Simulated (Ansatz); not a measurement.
Sb in Ansatz: the effect of dispersion

Sb, a slab with vacuum:

```
Sb
1.0
     3.16000    0.00000    0.00000
     0.00000    4.46891    0.00000
     0.00000    0.00000   23.93783
Sb
5
Direct
  0.00000 0.50000 0.31331
  0.00000 0.00000 0.40666
  0.00000 0.50000 0.50000
  0.00000 0.00000 0.59334
  0.00000 0.50000 0.68669
```

The slab is cut from a database's or a generator's crystal, which needn't be the stable form of the element.

The cell isn't the ideal one: the (1 1 0) slab of Sb, cut from the database cell, not relaxed.

Alike in all runs:

```yaml
Program: Ansatz 0.2.0
Task: relaxation of the atoms
Functional: PBEsol
Potentials_or_basis: Ansatz PAW
Cutoff: "420 eV (not typed: the program's choice for these potentials)"
k_mesh: 8 × 6 × 1
Occupations: fermi-dirac, width 0.05 eV
Spin: no spin polarisation
```

Each run relaxes the cell or the atoms first.

| dispersion | largest force (eV/Å) | work function (eV) |
| --- | --- | --- |
| none | 0.74 | 4.50 |
| D3(BJ) | 0.80 | 4.53 |
| D3(BJ)-ATM | 0.80 | 4.52 |
| D4 | ? | ? |

What does the run with dispersion D4 give?

Largest force 0.78 eV/Å; work function 4.52 eV.

Caveats: the PAW data sets come from PBE, with cores solved anew for the run's functional, which leaves a small shift of forces and pressure.
